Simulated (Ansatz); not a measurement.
# C₃H₈Mg: small, medium and large basis sets

The task here is to estimate one member of a computed series from the others.

Program: Ansatz 0.2.0, Gaussian basis. Level of theory: one geometry, several basis sets. These are calculated values, not measurements.

Levels to be run: PBE0-D4/def2-SVP; ωB97M-V/def2-SVP; PBE0-D4/def2-QZVPP; ωB97M-V/def2-QZVPP; the functionals' def2-TZVPP values are taken from earlier runs.

**The geometry**

The geometry comes from an earlier relaxation with PBE0-D4 in a triple-zeta def2 set; it is a stationary point, not always the lowest conformer.

SMILES `C[CH2][Mg][CH3]`, 12 atoms, charge 0, spin multiplicity 1.

Atoms are counted from 1 here; the program's logs count them from 0.

Bond lengths: C1–C2 1.531 Å, C1–H5 1.095 Å, C1–H6 1.097 Å, C1–H7 1.095 Å, C2–Mg3 2.104 Å, C2–H8 1.098 Å, C2–H9 1.098 Å, Mg3–C4 2.089 Å, C4–H10 1.095 Å, C4–H11 1.095 Å, C4–H12 1.095 Å. Angles: C2–C1–H5 112.1°, C2–C1–H6 112.8°, C2–C1–H7 112.1°, H5–C1–H6 106.5°, H5–C1–H7 106.5°, H6–C1–H7 106.5°, C1–C2–Mg3 116.3°, C1–C2–H8 109.4°, C1–C2–H9 109.4°, Mg3–C2–H8 108.2°, Mg3–C2–H9 108.2°, H8–C2–H9 104.6°, C2–Mg3–C4 179.7°, Mg3–C4–H10 111.9°, Mg3–C4–H11 111.9°, Mg3–C4–H12 112.0°, H10–C4–H11 106.9°, H10–C4–H12 106.9° and more.

Geometry (Å):

```xyz
12
charge 0, multiplicity 1
C    -1.3367    1.5865    0.7776
C    -0.7173    0.2517    1.2002
Mg    0.5283   -0.6874   -0.2115
C     1.7619   -1.6126   -1.6209
H    -1.9608    1.4854   -0.1163
H    -1.9750    2.0239    1.5553
H    -0.5751    2.3368    0.5420
H    -0.1424    0.3924    2.1251
H    -1.5155   -0.4510    1.4737
H     2.4479   -0.9013   -2.0931
H     1.1840   -2.0799   -2.4255
H     2.3779   -2.3996   -1.1726
```

Set-up of the first run:

Contents of in.yaml:

```yaml
crystal:
  periodic: [false, false, false]
  atoms:
    - {symbol: C, position_ang: [-1.336742, 1.586455, 0.777560]}
    - {symbol: C, position_ang: [-0.717261, 0.251692, 1.200160]}
    - {symbol: Mg, position_ang: [0.528282, -0.687384, -0.211503]}
    - {symbol: C, position_ang: [1.761859, -1.612621, -1.620881]}
    - {symbol: H, position_ang: [-1.960828, 1.485356, -0.116294]}
    - {symbol: H, position_ang: [-1.975037, 2.023899, 1.555321]}
    - {symbol: H, position_ang: [-0.575102, 2.336836, 0.541978]}
    - {symbol: H, position_ang: [-0.142439, 0.392397, 2.125145]}
    - {symbol: H, position_ang: [-1.515481, -0.451049, 1.473723]}
    - {symbol: H, position_ang: [2.447932, -0.901292, -2.093107]}
    - {symbol: H, position_ang: [1.183961, -2.079926, -2.425453]}
    - {symbol: H, position_ang: [2.377855, -2.399563, -1.172649]}
basis:
  gaussian: {orbitals: def2-SVP}
hamiltonian: {xc: pbe0, dispersion: d4}
output: {orbitals: {seedname: orbitals}}
```

Among the steps run: PBE0-D4 in def2-SVP; ωB97M-V in def2-SVP; PBE0-D4 in def2-QZVPP; ωB97M-V in def2-QZVPP.

One table of the session follows, with a row left open; its other results are not shown here.

It belongs to the step «Functionals by basis». 

```
functional       basis  HOMO (eV)
   PBE0-D4    def2-SVP      -6.11
   PBE0-D4  def2-TZVPP      -6.11
   PBE0-D4  def2-QZVPP      -6.11
   ωB97M-V    def2-SVP          ?
   ωB97M-V  def2-TZVPP      -8.29
   ωB97M-V  def2-QZVPP      -8.29
```

Estimate the missing values for ωB97M-V, def2-SVP.

**Answer.** HOMO (eV): -8.30. In the column «HOMO (eV)» it is the lowest.
